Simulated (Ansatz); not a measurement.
# CH₅BOSSi: up Jacob's ladder to CCSD(T)

The task here is to estimate one member of a computed series from the others.

Computed with Ansatz 0.2.0, Gaussian basis. Level: functionals in def2-TZVPP, the program's frozen cores in correlated methods.

Plan: LDA (SPW92), PBE-D4, revPBE-D4, BLYP-D4, r2SCAN-D4, B97M-V, PBE0-D4, B3LYP-D4, r2SCANh-D4, r2SCAN0-D4, HSE06-D4, BHLYP-D4, CAM-B3LYP-D4, LC-ωPBE, ωB97X-V, ωB97M-V, B2PLYP, PBE-QIDH; CCSD(T)/def2-SVP; CCSD(T)/def2-TZVPP; MP2/def2-QZVPP; extrapolation to the limit; RPA on PBE.

### Structure used throughout

The geometry comes from an earlier relaxation with PBE0-D4 in a triple-zeta def2 set; it is a stationary point, not always the lowest conformer.

10 atoms, charge 0, spin multiplicity 1.

Atoms are counted from 1 here; the program's logs count them from 0.

Bond lengths: B1–Si2 1.976 Å, B1–S5 2.003 Å, B1–H6 1.198 Å, B1–H7 1.198 Å, Si2–O3 1.634 Å, Si2–C4 1.850 Å, Si2–S5 2.242 Å, O3–H8 0.960 Å, C4–S5 1.847 Å, C4–H9 1.087 Å, C4–H10 1.087 Å. Angles: Si2–B1–S5 68.6°, Si2–B1–H6 115.2°, Si2–B1–H7 117.8°, S5–B1–H6 113.1°, S5–B1–H7 110.3°, H6–B1–H7 120.2°, B1–Si2–O3 138.4°, B1–Si2–C4 95.4°, B1–Si2–S5 56.3°, O3–Si2–C4 114.3°, O3–Si2–S5 120.4°, C4–Si2–S5 52.6°, Si2–O3–H8 117.2°, Si2–C4–S5 74.7°, Si2–C4–H9 118.8°, Si2–C4–H10 119.6°, S5–C4–H9 112.9°, S5–C4–H10 111.2° and more.

Coordinates:

```xyz
10

B    -1.51137   -0.02654   -0.45314
Si    0.12074   -0.47272    0.56744
O     1.10601   -1.75602    0.79473
C     1.00397    1.10595    0.18221
S     0.13534    0.63915   -1.37913
H    -2.17785    0.85397    0.01107
H    -2.02523   -0.89811   -1.09378
H     0.71584   -2.62948    0.71215
H     0.63253    2.03286    0.61187
H     2.08312    1.09964    0.04949
```

The first run:

Input file in.yaml:

```yaml
crystal:
  periodic: [false, false, false]
  atoms:
    - {symbol: B, position_ang: [-1.511370, -0.026539, -0.453140]}
    - {symbol: Si, position_ang: [0.120739, -0.472718, 0.567437]}
    - {symbol: O, position_ang: [1.106014, -1.756019, 0.794727]}
    - {symbol: C, position_ang: [1.003969, 1.105949, 0.182211]}
    - {symbol: S, position_ang: [0.135341, 0.639151, -1.379126]}
    - {symbol: H, position_ang: [-2.177852, 0.853967, 0.011071]}
    - {symbol: H, position_ang: [-2.025235, -0.898112, -1.093781]}
    - {symbol: H, position_ang: [0.715844, -2.629485, 0.712147]}
    - {symbol: H, position_ang: [0.632527, 2.032861, 0.611868]}
    - {symbol: H, position_ang: [2.083123, 1.099645, 0.049485]}
basis:
  gaussian: {orbitals: def2-TZVPP}
hamiltonian: {xc: lda}
output: {orbitals: {seedname: orbitals}}
```

Command:

```
$ ansatz run in.yaml --threads 4 --pin off --events-out ev --progress --plain --max-ram 10444MiB
```

Among the steps run: LDA; PBE-D4 (GGA); revPBE-D4 (GGA); BLYP-D4 (GGA); r2SCAN-D4 (meta-GGA); B97M-V (meta-GGA); B3LYP-D4 (hybrid); r2SCANh-D4 (hybrid); r2SCAN0-D4 (hybrid); HSE06-D4 (hybrid); BHLYP-D4 (hybrid); CAM-B3LYP-D4 (range-separated); LC-ωPBE (range-separated); ωB97X-V (range-separated); ωB97M-V (range-separated); B2PLYP (double hybrid); PBE-QIDH (double hybrid).

One table of the session follows, with a row left open; its other results are not shown here.

It belongs to the step «Frontier levels by functional». 

```
  functional  HOMO (eV)  gap (eV)
 LDA (SPW92)      -5.99      3.85
      PBE-D4          ?         ?
   revPBE-D4      -5.85      3.96
     BLYP-D4      -5.75      3.90
   r2SCAN-D4      -6.11      4.33
      B97M-V      -6.19      4.40
     PBE0-D4      -7.01      5.84
    B3LYP-D4      -6.80      5.43
  r2SCANh-D4      -6.52      5.03
  r2SCAN0-D4      -7.14      6.08
    HSE06-D4      -6.61      5.07
    BHLYP-D4      -7.98      7.68
CAM-B3LYP-D4      -8.25      8.08
     LC-ωPBE      -9.53     10.43
     ωB97X-V      -9.21     10.03
     ωB97M-V      -9.07      9.71
```

**Question.** Estimate the row for PBE-D4.

As computed: HOMO (eV): -5.89; gap (eV): 3.93. In the column «HOMO (eV)» it lies between LDA (SPW92) (-5.99) and revPBE-D4 (-5.85).
